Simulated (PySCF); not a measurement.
# InSe+: from the state search to spectroscopic constants

Aim: find the lowest electronic state of InSe+, scan its bond at several levels of theory, and get bond length, wavenumber and dissociation energy from each curve.

Method: In def2-SVP with ECP28, Se def2-SVP, scalar-relativistic core potentials; program: PySCF 2.14.0.

## Step 1: Set-up

The job is set up so:

```yaml
atoms: In, Se
charge: 1
basis: In def2-SVP with ECP28, Se def2-SVP
Hamiltonian: scalar-relativistic core potentials
basis_functions: 58
electrons_treated: 54
masses_in_u: 114.9039, 79.9165
levels: PBE0, PBE, r²SCAN, LDA, M06-L, MN15, HF, MP2, SCS-MP2
grid: 80 radial by 434 angular points
occupations: held fixed by the projection of orbital angular momentum
dissociation_limit: In+ + Se, each in its ground configuration
starting_distance_in_angstrom: 2.605
values_of_2S_to_try: 0, 2
```

Run with:

```bash
$ OMP_NUM_THREADS=1 python dia.py task.json out
```

The job searches for the state first and then visits each distance with every level. Its results follow level by level.

## Step 2: Which determinant to follow

At the starting distance of 2.605 Å the search finds these solutions (others can lie among them):

```
2Ms+1    unpaired          term  E (eV)  ⟨S²⟩  ⟨Lz²⟩  μ (D)
    3    σ ↑, π ↑            ³Π    0.00  2.01   1.01  -2.91
    1    σ ↓, π ↑  not assigned    0.24  1.01   1.01  -3.05
    3        π ↑↑           ³Σ⁻    0.33  2.00   0.00   0.25
    1        π ↑↓  not assigned    0.74  1.01   2.01   0.25
    1        none           ¹Σ⁺    1.23  0.00   0.00  -5.18
    1        none  not assigned    2.00  0.00   2.00   0.33
    3        σ ↑↑           ³Σ⁺    3.99  2.04   0.00  -5.33
    3        π ↑↑  not assigned    4.21  2.03   2.01  -1.64
    3  σ ↑, π ↑↑↓  not assigned    4.22  3.01   3.02   1.58
    3        π ↑↑  not assigned    4.38  2.03   2.01  -1.66
    3  σ ↓, π ↑↑↑  not assigned    4.46  3.01   1.00   1.94
    1  σ ↑, π ↑↓↓  not assigned    4.74  2.02   3.02   2.09
```

A term symbol stands only where ⟨S²⟩ and ⟨Lz²⟩ are near those of a pure state. A positive dipole points from In to Se; in an ion it is taken about the centre of mass and does not tell which atom is negative.

Followed over a short scan are these candidates:

```
2Ms+1  unpaired  R at minimum (Å)  energy at minimum (eV)
    3      π ↑↑              3.23                    0.00
    3  σ ↑, π ↑              2.74                    0.30
    1      π ↑↓              3.23                    0.42
    1  σ ↓, π ↑              2.66                    0.55
    1      none     not bracketed                  ≤ 1.37
```

The search made 12 SCF attempts at the starting distance; with the short scans it took 19 s of wall time (1 thread, shared host).

## Step 3: PBE0 along the bond

State followed: ³Σ⁻ (triplet), unpaired electrons π ↑↑. The scan is laid around 3.231 Å.

The SCF at the reference distance, 3.231 Å, printed:

```text
******** <class 'pyscf.dft.uks_symm.SymAdaptedUKS'> ********
method = SymAdaptedUKS
initial guess = minao
damping factor = 0
level_shift factor = 0
DIIS = <class 'pyscf.scf.diis.CDIIS'>
diis_start_cycle = 1
diis_space = 10
diis_damp = 0
SCF conv_tol = 1e-09
SCF conv_tol_grad = None
SCF max_cycles = 60
direct_scf = False
max_memory 909 MB (current use 382 MB)
number electrons alpha = 28  beta = 26
XC library pyscf.dft.libxc version 7.0.0
    S. Lehtola, C. Steigemann, M. J.T. Oliveira, and M. A.L. Marques.,  SoftwareX 7, 1–5 (2018)
XC functionals = PBE0
    C. Adamo and V. Barone.,  J. Chem. Phys. 110, 6158 (1999)
    M. Ernzerhof and G. E. Scuseria.,  J. Chem. Phys. 110, 5029 (1999)
small_rho_cutoff = 0
Overwritten attributes  get_j get_hcore get_k get_jk get_occ  of <class 'pyscf.dft.uks_symm.SymAdaptedUKS'>
Set gradient conv threshold to 3.16228e-05
init E= -2590.84281262547
cycle= 1 E= -2590.83897554545  delta_E= 0.00384  |g|= 0.00369  |ddm|= 0.022
cycle= 2 E= -2590.83898448259  delta_E= -8.94e-06  |g|= 0.00318  |ddm|= 0.0159
cycle= 3 E= -2590.83899147119  delta_E= -6.99e-06  |g|= 0.000508  |ddm|= 0.00592
cycle= 4 E= -2590.83899156301  delta_E= -9.18e-08  |g|= 3.28e-05  |ddm|= 0.00057
cycle= 5 E= -2590.83899156436  delta_E= -1.35e-09  |g|= 8.82e-06  |ddm|= 0.000106
cycle= 6 E= -2590.83899156445  delta_E= -9.37e-11  |g|= 2.56e-06  |ddm|= 2.12e-05
Extra cycle  E= -2590.83899156447  delta_E= -1.27e-11  |g|= 1.44e-06  |ddm|= 7.76e-06
converged SCF energy = -2590.83899156447  <S^2> = 2.0061579  2S+1 = 3.0041024
```

Points of the scan, energies from the lowest:

```
 R (Å)  E (eV)  μ (D)  Mulliken charge of In (e)  Mayer bond order  ⟨S²⟩  HOMO (eV)  LUMO (eV)
2.7787  0.2664  -0.55                       0.70              0.51  2.01     -12.19     -10.23
2.9079  0.1128  -1.12                       0.73              0.47  2.01     -12.19      -9.93
3.0371  0.0325  -1.66                       0.76              0.43  2.01     -12.13      -9.66
3.1341  0.0060  -2.06                       0.78              0.40  2.01     -12.06      -9.47
3.2310  0.0000  -2.45                       0.79              0.38  2.01     -11.97      -9.29
3.3279  0.0088  -2.82                       0.81              0.35  2.01     -11.86      -9.12
3.4572  0.0360  -3.31                       0.82              0.33  2.01     -11.71      -8.92
3.6187  0.0848  -3.90                       0.84              0.30  2.01     -11.49      -8.68
3.8126  0.1524  -4.59                       0.86              0.27  2.01     -11.23      -8.42
4.0711  0.2431  -5.48                       0.88              0.23  2.01     -10.89      -8.10
```

The fit gives Re = 3.217 Å, ωe = 97.3 cm⁻¹, ωexe = 0.475 cm⁻¹, αe = 0.000199 cm⁻¹, Be = 0.03456 cm⁻¹, De = 0.67 eV, μ = -2.39 D.

Orbitals nearest the gap at 3.231 Å:

```
spin  orbital  ε (eV)  filled                          made of
   β        π  -27.17     yes                       In d 100 %
   β        σ  -27.15     yes                       In d 100 %
   α        σ  -24.87     yes                        Se s 99 %
   β        σ  -22.32     yes                        Se s 98 %
   α        σ  -15.21     yes             In s 81 %, Se p 17 %
   β        σ  -15.10     yes             In s 88 %, Se p 10 %
   α        π  -13.92     yes                        Se p 99 %
   α        π  -13.92     yes                        Se p 99 %
   α        σ  -12.65     yes             Se p 75 %, In s 18 %
   β        σ  -11.97     yes  Se p 78 %, In s 11 %, In p 10 %
   β        π   -9.29      no                        Se p 95 %
   β        π   -9.29      no                        Se p 95 %
   α        π   -6.88      no                        In p 99 %
   α        π   -6.88      no                        In p 99 %
```

Polarisability there: 81.6 bohr³ along the bond, 37.3 across it. Without diffuse functions these come out too small, above all across the bond.

## Step 4: Orbitals, density and potential

Orbitals, density, ELF and potential are computed afterwards from the orbital file.

Frontier orbitals at PBE0 (alpha spin), with the share of their density that lies nearest to each atom:

```
orbital  energy (eV)             lies on
 HOMO-1       -13.92            Se2 99 %
   HOMO       -12.65  Se2 74 %; In1 26 %
   LUMO        -6.88            In1 97 %
```

ELF in a plane through or near 2 of the atoms.

Values, 10 rows by 14 columns:
```
0.00 0.00 0.01 0.03 0.04 0.02 0.00 0.00 0.01 0.03 0.02 0.01 0.00 0.00
0.00 0.01 0.37 0.64 0.59 0.35 0.02 0.03 0.22 0.26 0.27 0.22 0.04 0.00
0.00 0.19 0.76 0.62 0.45 0.39 0.08 0.12 0.46 0.57 0.59 0.49 0.25 0.02
0.03 0.68 0.61 0.32 0.28 0.26 0.19 0.35 0.82 0.67 0.77 0.85 0.56 0.18
0.12 0.81 0.44 0.41 0.72 0.68 0.20 0.57 0.78 0.55 0.27 0.89 0.73 0.37
0.14 0.82 0.41 0.51 0.14 0.77 0.20 0.61 0.71 0.67 0.54 0.87 0.76 0.41
0.07 0.78 0.50 0.29 0.56 0.40 0.20 0.48 0.84 0.28 0.44 0.90 0.67 0.29
0.01 0.47 0.73 0.44 0.31 0.30 0.14 0.23 0.67 0.74 0.78 0.70 0.42 0.08
0.00 0.10 0.69 0.69 0.54 0.42 0.05 0.08 0.37 0.45 0.47 0.40 0.16 0.01
0.00 0.00 0.08 0.27 0.30 0.14 0.01 0.01 0.08 0.12 0.12 0.07 0.00 0.00
```
The map spans 8.4 Å across and 5.2 Å up, centred on the molecule. Atoms in the plane (x, y in Å): In1 (-1.6, 0.0), Se2 (1.6, 0.0).

log10 of the density (e/Å³) in the same plane.

Ten even steps from '0' (-4.0) to '9' (3.3):
```
0000011111111001111111100000
0001111222211111122222110000
0011222222222222222222221100
0112223333322222333333222110
0112233333333233333333322110
1122334444433333344444332211
1122344455443334445544433221
1223445566544444455555443221
1223445677654444567765543321
1223456766754444569975543321
1223456766754444569975543321
1223445677654444567765543321
1223445566544444455555443221
1122344455443334445544433221
1122334444433333344444332211
0112233333333233333333322110
0112223333322222333333222110
0011222222222222222222221100
0001111222211111122222110000
0000011111111001111111100000
```
The map spans 8.4 Å across and 5.2 Å up, centred on the molecule. Atoms in the plane (x, y in Å): In1 (-1.6, 0.0), Se2 (1.6, 0.0).

On the surface of density 0.002 e/bohr³ the electrostatic potential runs, from the 1st to the 99th percentile, from 3.40 V near Se2 to 7.05 V near In1.

The spin density lies nearest to Se2 98 %.

Core electrons inside the core potentials are missing from the density.

## Step 5: Other states along the same grid

State 2: ³Π (triplet), unpaired electrons σ ↑, π ↑, an excited solution.

Output of the SCF at 3.231 Å:

```text
[... 13 set-up lines left out, the same as in an earlier log ...]
max_memory 909 MB (current use 430 MB)
[... 8 set-up lines left out, the same as in an earlier log ...]
init E= -2590.82811442371
cycle= 1 E= -2590.82335682966  delta_E= 0.00476  |g|= 0.00249  |ddm|= 0.023
cycle= 2 E= -2590.82336394636  delta_E= -7.12e-06  |g|= 0.00234  |ddm|= 0.0114
cycle= 3 E= -2590.82336762386  delta_E= -3.68e-06  |g|= 0.000418  |ddm|= 0.00405
cycle= 4 E= -2590.82336797458  delta_E= -3.51e-07  |g|= 0.00017  |ddm|= 0.00137
cycle= 5 E= -2590.82336812196  delta_E= -1.47e-07  |g|= 4.01e-05  |ddm|= 0.00137
cycle= 6 E= -2590.82336812617  delta_E= -4.22e-09  |g|= 1.8e-05  |ddm|= 0.000224
cycle= 7 E= -2590.82336812651  delta_E= -3.36e-10  |g|= 2.84e-06  |ddm|= 4.89e-05
Extra cycle  E= -2590.82336812651  delta_E= -1.82e-12  |g|= 1.87e-06  |ddm|= 7.42e-06
converged SCF energy = -2590.82336812651  <S^2> = 2.0059844  2S+1 = 3.0039869
```

No constants are quoted: the lowest point is the short end of the scan.

State 3: Ms = 0 determinant of mixed spin (⟨S²⟩ = 1.01), unpaired electrons π ↑↓, an excited solution.

Output of the SCF at 3.231 Å:

```text
[... 14 set-up lines left out, the same as in an earlier log ...]
number electrons alpha = 27  beta = 27
[... 7 set-up lines left out, the same as in an earlier log ...]
init E= -2590.82731775724
cycle= 1 E= -2590.82346117052  delta_E= 0.00386  |g|= 0.00368  |ddm|= 0.022
cycle= 2 E= -2590.82347002705  delta_E= -8.86e-06  |g|= 0.00322  |ddm|= 0.016
cycle= 3 E= -2590.82347712612  delta_E= -7.1e-06  |g|= 0.000507  |ddm|= 0.00594
cycle= 4 E= -2590.82347722176  delta_E= -9.56e-08  |g|= 2.96e-05  |ddm|= 0.000591
cycle= 5 E= -2590.8234772226  delta_E= -8.36e-10  |g|= 7.46e-06  |ddm|= 8.78e-05
Extra cycle  E= -2590.82347722262  delta_E= -2.46e-11  |g|= 5.27e-06  |ddm|= 1.65e-05
converged SCF energy = -2590.82347722262  <S^2> = 1.0064711  2S+1 = 2.2418484
```

Re = 3.215 Å, ωe = 97.2 cm⁻¹; the determinant mixes terms (⟨S²⟩ = 1.01, ⟨Lz²⟩ = 2.01), so these belong to no real state. Its minimum lies 0.42 eV above that of the lowest state.

State 4: Ms = 0 determinant of mixed spin (⟨S²⟩ = 1.01), unpaired electrons σ ↓, π ↑, an excited solution.

Log of the SCF at 3.231 Å:

```text
[... 22 set-up lines left out, the same as in an earlier log ...]
init E= -2590.81517568602
cycle= 1 E= -2590.81005508798  delta_E= 0.00512  |g|= 0.00265  |ddm|= 0.0241
cycle= 2 E= -2590.81006384086  delta_E= -8.75e-06  |g|= 0.00247  |ddm|= 0.0123
cycle= 3 E= -2590.81006819869  delta_E= -4.36e-06  |g|= 0.00047  |ddm|= 0.00435
cycle= 4 E= -2590.81006867579  delta_E= -4.77e-07  |g|= 0.000197  |ddm|= 0.00162
cycle= 5 E= -2590.8100688699  delta_E= -1.94e-07  |g|= 4.59e-05  |ddm|= 0.0016
cycle= 6 E= -2590.81006887543  delta_E= -5.53e-09  |g|= 2.05e-05  |ddm|= 0.000256
cycle= 7 E= -2590.81006887588  delta_E= -4.57e-10  |g|= 2.55e-06  |ddm|= 5.76e-05
Extra cycle  E= -2590.81006887589  delta_E= -6.37e-12  |g|= 1.49e-06  |ddm|= 7.93e-06
converged SCF energy = -2590.81006887589  <S^2> = 1.0095445  2S+1 = 2.2445886
```

No constants are quoted: the lowest point is the short end of the scan.

Energy (eV) from the lowest point of the lowest state:

```
R (Å)  lowest  state 2  state 3  state 4
2.779   0.266    0.306    0.686    0.591
2.908   0.113    0.332    0.533    0.647
3.037   0.033    0.368    0.454    0.706
3.134   0.006    0.397    0.428    0.748
3.231   0.000    0.425    0.422    0.787
3.328   0.009    0.452    0.431    0.822
3.457   0.036    0.485    0.459    0.863
3.619   0.085    0.522    0.507    0.906
3.813   0.152    0.559    0.574    0.949
4.071   0.243    0.598    0.664    0.993
```

[end of part 1 of 2]
